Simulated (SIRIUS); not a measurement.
B3Pd, 4 atoms in the cell. Symmetry: Fm-3m, No. 225, cubic system. Conventional cell: a = 5.235 Å, b = 5.235 Å, c = 5.235 Å, α = 90.00°, β = 90.00°, γ = 90.00°. B (site symmetry m-3m) is surrounded by 8 B at 2.27 Å. B (site symmetry -43m) is surrounded by 4 B at 2.27 Å and 4 Pd at 2.27 Å. Pd (site symmetry m-3m) is surrounded by 8 B at 2.27 Å. The cell was built by a generator and needn't be a form met in nature.

| Item | Value |
| --- | --- |
| Program | SIRIUS 7.10.0 |
| Task | eos task |
| Functional | PBE |
| Potentials or basis | GBRV 1.5 PBE (ultrasoft) |
| Cutoff | 557 eV |
| Density cutoff | 5442 eV |
| k mesh | 4 × 4 × 4 |
| Occupations | fermi-dirac, width 0.05 eV |
| Spin | no spin polarisation |
| Libxc names | ["XC_GGA_X_PBE", "XC_GGA_C_PBE"] |
| Energy tol | 1e-08 Ha |
| Density tol | 1e-06 |
| Mixer | anderson |
| Mixing beta | 0.7 |
| Max scf | 100 |

Potentials or basis: GBRV 1.5 PBE (ultrasoft).

Launch:

```sh
$ upf_to_json b_pbe_v1.4.uspp.F.UPF
$ upf_to_json pd_pbe_v1.4.uspp.F.UPF
$ OMP_NUM_THREADS=1 sirius.scf --input=sirius.json --output=out.json --task=3 --volume_scale0=0.94 --volume_scale1=1.06 --num_eos_points=7
```

Hardware: 1 thread of Arm Neoverse V1 (shared host).

Problem. How long does it take, and how much memory?

Solution. It took 71 s on 1 thread of Arm Neoverse V1, on a shared host, peak memory 0.27 GiB. Counts: scf iterations 91, k points 8, plane waves 965, bands 20.
